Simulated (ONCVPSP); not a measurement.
# An ONCV potential for nitrogen, from input to tests

Aim: build the potential from the settings below, then test how well it stands in for the atom: other configurations, scattering, ghost states and the plane-wave cutoff that it needs.

Program: ONCVPSP 4.0.1.1 (patched build). Reference atom: LDA (Perdew-Wang 92), scalar-relativistic, spherical and spin-unpolarised. All values are calculated.

## 1. The atom and the settings

The settings as typed:

```json
{
 "element": "nitrogen (N, Z = 7)",
 "type": "optimised norm-conserving Vanderbilt (ONCV)",
 "frozen core": "[He]",
 "valence charge": "5",
 "reference configuration": "2s1 2p4",
 "partial waves": "2s: rc 0.70 bohr, ncon 3, nbas 8, qcut 8.2 1/bohr, 2 projectors, debl 0.5 Ha; 2p: rc 2.15 bohr, ncon 5, nbas 9, qcut 8 1/bohr, 1 projector; d scattering state at 0.1 Ha: rc 1.70 bohr, ncon 4, nbas 8, qcut 4.7 1/bohr, 2 projectors, debl 2.1 Ha",
 "local potential": "polynomial inside 0.45 bohr (lpopt 5, dvloc0 -1 Ha)",
 "core correction": "polynomial model core, fcfact 0.4"
}
```

An earlier all-electron run gives the scale for the radii.

All-electron outer shells of the reference configuration (LDA (PZ), scalar-relativistic, ld1.x):

| shell | level (eV) | outermost node (bohr) | outermost maximum (bohr) |
| --- | --- | --- | --- |
| 1s | -382.23 | – | 0.15 |
| 2s | -18.87 | 0.32 | 1.02 |
| 2p | -7.64 | – | 0.97 |

## 2. Generation

File N.dat:

```
# ATOM AND REFERENCE CONFIGURATION
# atsym  z   nc   nv     iexc    psfile
  N 7.00    1    2  -001012      upf
#
#   n    l    f
    1    0    2.00
    2    0    1.00
    2    1    4.00
#
# PSEUDOPOTENTIAL AND OPTIMIZATION
# lmax
    2
#
#   l,   rc,      ep,       ncon, nbas, qcut
    0    0.70    0.00    3    8    8.20
    1    2.15    0.00    5    9    8.00
    2    1.70    0.10    4    8    4.70
#
# LOCAL POTENTIAL
# lloc, lpopt,  rc(5),   dvloc0
    4    5    0.45   -1.00
#
# VANDERBILT-KLEINMAN-BYLANDER PROJECTORs
# l, nproj, debl
    0    2    0.50
    1    1    3.80
    2    2    2.10
#
# MODEL CORE CHARGE
# icmod, fcfact, rcfact
    1    0.40    0.00
#
# LOG DERIVATIVE ANALYSIS
# epsh1, epsh2, depsh
   -2.00    5.00    0.02
#
# OUTPUT GRID
# rlmax, drl
    6.00    0.01
#
# TEST CONFIGURATIONS
# ncnf
    4
# nvcnf
#   n    l    f
    2
    2    0    2.00
    2    1    3.00
#
    2
    2    0    2.00
    2    1    2.00
#
    2
    2    0    2.00
    2    1    1.00
#
    2
    2    0    2.00
    2    1    2.50
#
```

Launch:

```bash
$ oncvpsp.x < N.dat > N.out
```

Q: Predict the outcome of this session. Wanted: cutoffs for 1 and 0.1 mHa per electron, occupied waves; bound ghosts; GHOST(+) flags; largest test error; largest phase difference near zero energy, channels read; rms error of d²Exc/dn², without and with the model core; projector energies reset by the program.

As calculated:

| quantity | value |
| --- | --- |
| cutoffs for 1 and 0.1 mHa per electron, occupied waves | 29 Ha and 175 Ha |
| bound ghosts | d at -80.01 eV |
| GHOST(+) flags | s at 10395 eV, p at 99 eV |
| largest test error (AE − PS) | +582 meV, for 2s2 2p1 |
| largest phase difference near zero energy, channels read | 0.013 rad |
| rms error of d²Exc/dn², without and with the model core | 2.52 and 1.14 mHa |
| projector energies reset by the program | s: -0.693, 0.250 Ha |

In words: A bound ghost (d) makes it unfit for use: electrons can fall into a state that the atom doesn't have. The worst unpolarised test, 2s2 2p1, is off by 582 meV on 31.5 eV; by total energies transferability rates as poor. By its cutoff, 29 Ha for the looser tolerance, it is of middling hardness. The tighter tolerance needs 175 Ha, and converged work needs a cutoff nearer that. At the looser tolerance the 2s wave is the slowest; 2p needs 19 Ha. Near zero energy the phases of the channels with partial waves agree within 0.013 rad. The program also flags highly localised states, GHOST(+) (s, p).
